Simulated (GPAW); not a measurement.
The system is FeO.

```xyz
2
Lattice="0.0000 2.1554 2.1554 2.1554 0.0000 2.1554 2.1554 2.1554 0.0000" Properties=species:S:1:pos:R:3 pbc="T T T"
Fe    0.0000    0.0000    0.0000
O     2.1554    2.1554    2.1554
```

Program: GPAW 26.7.0. Alike in all runs: task single point; potentials or basis GPAW PAW data sets (gpaw-data 1.2.1), pw; cell as given; k mesh 8 × 8 × 8; cutoff (eV) 800; smearing gaussian 0.05 eV.

Question: Order these runs on this cell by their band gap on the k mesh, lowest first.
A. level PBE+U; spin off; U Fe d U = 5 eV
B. level r2SCAN+U; spin collinear, zero start; U Fe d U = 2 eV
C. level PBE+U; spin collinear, zero start; U Fe d U = 8 eV

Answer: B (2.08 eV), A (3.16 eV), C (3.96 eV).

Caveats: the run has no moments, though such compounds are often magnetic (some runs); a magnetic state may lie lower (some runs).

A k mesh can miss the band edges.

Not every run made on this cell is shown here.
